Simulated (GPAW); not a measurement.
Co: single point with PBEsol

Co:

```xyz
6
Lattice="0.0000 3.2174 3.2174 3.2174 0.0000 3.2174 3.2174 3.2174 0.0000" Properties=species:S:1:pos:R:3 pbc="T T T"
Co    0.8043    0.8043    0.8043
Co    0.8043    2.4130    2.4130
Co    2.4130    0.8043    2.4130
Co    2.4130    2.4130    0.8043
Co    3.2174    3.2174    3.2174
Co    4.8261    4.8261    4.8261
```

This isn't the form of Co at room conditions, which is hcp.

| Quantity | Value |
| --- | --- |
| Program | GPAW 26.7.0 |
| Task | single point |
| Functional | PBEsol |
| Potentials or basis | PAW data sets generated in the run's folder for this functional |
| Cutoff | 600 eV |
| Basis | pw |
| k mesh | 7 × 7 × 7 |
| Occupations | fermi-dirac, width 0.05 eV |
| Spin | collinear spin, ferromagnetic start |
| Starting moments | [2.0, 2.0, 2.0, 2.0, 2.0, 2.0] μB |

The pressure is -2.6 GPa. The band gap on the k mesh is none (metal or under the smearing width). The net moment is 9.87 μB per cell and the site moments are Co +1.67, +1.77 μB.

Levels at points of the mesh, in eV from the Fermi level:
Spin up:
| k point | band 29 | band 30 | band 31 | band 32 | band 33 | band 34 | band 35 | band 36 |
| --- | --- | --- | --- | --- | --- | --- | --- | --- |
| (0.00, 0.00, 0.00) | -0.16 | -0.16 | -0.16 | 0.98 | 2.63 | 2.63 | 2.63 | 6.36 |
Spin down:
| k point | band 20 | band 21 | band 22 | band 23 | band 24 | band 25 |
| --- | --- | --- | --- | --- | --- | --- |
| (0.00, 0.00, 0.00) | -0.55 | 0.12 | 0.12 | 0.12 | 0.58 | 0.58 |

Run time: 2.3 min on 4 MPI ranks on Intel(R) Xeon(R) Processor @ 2.50GHz (Skylake/Cascade Lake) (shared host), peak memory 0.25 GiB a rank.
